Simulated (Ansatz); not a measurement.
# Mg2BeS3: the cost of one run

Computed with Ansatz 0.2.0 (DFT PBE, scalar-relativistic, plane waves, PAW, unless a step's input says otherwise).

### Step 1. The system as given

The structure is trigonal, space group R-3m (No. 166). Conventional cell: a = 5.530 Å, b = 5.530 Å, c = 13.178 Å, α = 90.00°, β = 90.00°, γ = 120.00°. Mg (site symmetry 3m) is surrounded by 9 S at 3.16 to 3.23 Å and 3 Be at 3.24 Å and 4 Mg at 3.33 to 3.36 Å. Around Be (site symmetry -3m) lie 6 S at 2.72 Å. Around S (site symmetry 2/m) lie 2 Be at 2.72 Å and 4 S at 2.77 Å and 6 Mg at 3.16 to 3.23 Å.

Coordinates:

```cif
data_structure
_symmetry_space_group_name_H-M 'R-3m:H'
_symmetry_Int_Tables_number 166
_cell_length_a 5.5303
_cell_length_b 5.5303
_cell_length_c 13.1784
_cell_angle_alpha 90.000
_cell_angle_beta 90.000
_cell_angle_gamma 120.000
_cell_volume 349.06
loop_
_atom_site_label
_atom_site_type_symbol
_atom_site_symmetry_multiplicity
_atom_site_Wyckoff_symbol
_atom_site_fract_x
_atom_site_fract_y
_atom_site_fract_z
_atom_site_occupancy
Mg1 Mg 6 c 0.33333 0.66667 0.29319 1
Be1 Be 3 a 0.00000 0.00000 0.00000 1
S1 S 9 d 0.83333 0.16667 0.16667 1
```

The cell is invented: species swapped into a database cell of Dy2Al3Co (R-3m, No. 166), with Mg on the Dy sites, S on the Al sites and Be on the Co sites. Lengths come from tabulated atomic sizes and are only a guess.

### Step 2. The guess as it stands, on a coarse mesh

input.yaml reads:

```yaml
crystal:
  lattice:
    - [2.76516272, 1.59646744, 4.3927943]
    - [-2.76516272, 1.59646744, 4.3927943]
    - [0.0, -3.19293488, 4.3927943]
  atoms:
    - { symbol: Mg, position: [0.62651902, 0.62651902, 0.62651902] }
    - { symbol: Mg, position: [0.37348098, 0.37348098, 0.37348098] }
    - { symbol: Be, position: [0.0, 0.0, 0.0] }
    - { symbol: S, position: [0.0, 0.5, 0.0] }
    - { symbol: S, position: [0.5, 0.0, 0.0] }
    - { symbol: S, position: [0.0, 0.0, 0.5] }
basis:
  ecutwfc: 420
kpoints:
  mp_grid: { grid: [6, 6, 6] }
hamiltonian:
  xc: pbe
scf:
  occupations: { method: gaussian, width: 0.1 }
  lower_state_search: "off"
output:
  forces: true
  stress: true
  eigenvalues: true
```

The run is started by

```bash
$ ansatz run input.yaml --threads 1 --pin off --max-ram 2560MiB --backend cpu --events-out ev --progress --plain --runs-dir out
```

What time and memory should one allow on 1 thread of Arm Neoverse V1, shared host?

About 5 s, with a peak of 0.39 GiB.
